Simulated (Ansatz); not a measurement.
**Pt (hcp type): how the settings move a single-point run**

Aim: see which settings change the result for Pt (hcp type), by how much, and at what cost.

Method: reference: DFT, LDA, all-electron LAPW, scalar-relativistic, in Ansatz 0.2.0.

## 1. The starting structure

The structure is hexagonal, space group P6_3/mmc (No. 194). The conventional cell has a = 2.573 Å, b = 2.573 Å, c = 4.353 Å, α = 90.00°, β = 90.00°, γ = 120.00°. Pt (site symmetry -6m2) is surrounded by 12 Pt at 2.57 to 2.64 Å.

Structure file:

```cif
data_structure
_symmetry_space_group_name_H-M 'P 1'
_symmetry_Int_Tables_number 1
_cell_length_a 2.5735
_cell_length_b 2.5735
_cell_length_c 4.3526
_cell_angle_alpha 90.000
_cell_angle_beta 90.000
_cell_angle_gamma 120.000
_cell_volume 24.96
loop_
_atom_site_label
_atom_site_type_symbol
_atom_site_fract_x
_atom_site_fract_y
_atom_site_fract_z
_atom_site_occupancy
Pt1 Pt 0.33333 0.66667 0.25000 1
Pt2 Pt 0.66667 0.33333 0.75000 1
```

## 2. The reference run

input.yaml reads:

```yaml
crystal:
  lattice:
    - [2.5734668649, 0.0, 0.0]
    - [-1.2867334325, 2.2286876808, 0.0]
    - [0.0, 0.0, 4.3526363915]
  atoms:
    - { symbol: Pt, position: [0.3333333333, 0.6666666667, 0.25] }
    - { symbol: Pt, position: [0.6666666667, 0.3333333333, 0.75] }
kpoints:
  mp_grid: { grid: [16, 16, 9] }
scf:
  occupations: { method: fermi_dirac, width: 0.08 }
hamiltonian:
  xc: lda
  pseudopotentials: { kind: all_electron, lapw: { basis_error: 0.001 } }
output:
  forces: true
  stress: true
  eigenvalues: true
  populations: true
```

Started as:

```console
ansatz run input.yaml --threads 1 --pin off --max-ram 2048MiB --backend cpu --events-out ev --progress --plain --runs-dir out
```

## 3. Changed: xc_grid 3

input.yaml, as its differences from that of step 2:

```diff
@@ -20 +20,3 @@
   populations: true
+basis:
+  xc_grid: 3
```

Q: Predict the outcome of this session. Wanted: for each run, ending; energy change; pressure; gap; force.

**Answer**, as computed:

```csv
run,ending,energy change,pressure (GPa),gap (eV),force (eV/Å),cycles,time
reference,converged,0,82.5,0.00,0.00,9,84 s
1: xc_grid 3,converged,0.0 meV/atom,82.5,0.00,0.00,9,81 s
```

Residual by cycle in the longest SCF loop of each run; runs are numbered as in the table. The quantity is the density residual dr2, in eV.

```csv
cycle,reference,run 1
1,0.158,0.158
2,0.0202,0.0202
3,0.0128,0.0128
4,0.00446,0.00446
5,7.6e-4,7.6e-4
6,1.4e-5,1.4e-5
7,2.0e-6,2.0e-6
8,1.2e-7,1.2e-7
9,9.3e-9,9.3e-9
```

What this shows: The changed input (numerical grids) leaves the energy the same to the digits printed. The structure is not at rest: the sound run finds 83 GPa, so these are no properties of the relaxed crystal. 
